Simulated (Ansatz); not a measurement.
**BH4NO2: two geometries relaxed**

Method: RKS B3LYP-D4/6-31G*, in Ansatz 0.2.0.

### 1 The structure to begin with

Bond lengths: N1–B2 1.459 Å, B2–O3 1.431 Å, B2–O4 1.412 Å, N1–H5 1.084 Å, N1–H6 1.064 Å, O3–H7 0.994 Å, O4–H8 0.994 Å. Angles: N1–B2–O3 118.7°, N1–B2–O4 123.7°, O3–B2–O4 117.6°, B2–N1–H5 109.4°, B2–N1–H6 111.6°, H5–N1–H6 104.3°, B2–O3–H7 108.6°, B2–O4–H8 105.0°.

Structure file:

```xyz
8

N    -0.5184    1.0524   -0.3139
B     0.1776   -0.2080   -0.0773
O     1.6064   -0.1999   -0.0010
O    -0.4787   -1.4501    0.0631
H    -1.5873    0.8755   -0.3371
H    -0.3815    1.7323    0.4935
H     1.9742   -0.3438   -0.9133
H    -0.7003   -1.5157    1.0303
```

### 2 End point A

input.yaml reads:

```yaml
crystal:
  periodic: [false, false, false]
  atoms:
    - { symbol: "N", position_ang: [-0.5184, 1.0524, -0.3139] }
    - { symbol: B, position_ang: [0.1776, -0.208, -0.0773] }
    - { symbol: O, position_ang: [1.6064, -0.1999, -0.001] }
    - { symbol: O, position_ang: [-0.4787, -1.4501, 0.0631] }
    - { symbol: H, position_ang: [-1.5873, 0.8755, -0.3371] }
    - { symbol: H, position_ang: [-0.3815, 1.7323, 0.4935] }
    - { symbol: H, position_ang: [1.9742, -0.3438, -0.9133] }
    - { symbol: H, position_ang: [-0.7003, -1.5157, 1.0303] }
basis:
  gaussian: { orbitals: "6-31G*" }
hamiltonian:
  xc: b3lyp
  dispersion: d4
relax:
  f_tol: 0.015
  max_steps: 40
```

Run with:

```sh
ansatz run input.yaml --threads 1 --pin off --max-ram 2048MiB --backend cpu --events-out ev --progress --plain --runs-dir out
```

Q: Estimate wall time and peak memory on 1 thread of Arm Neoverse V2, shared host.

About 20 s, with a peak of 0.14 GiB.
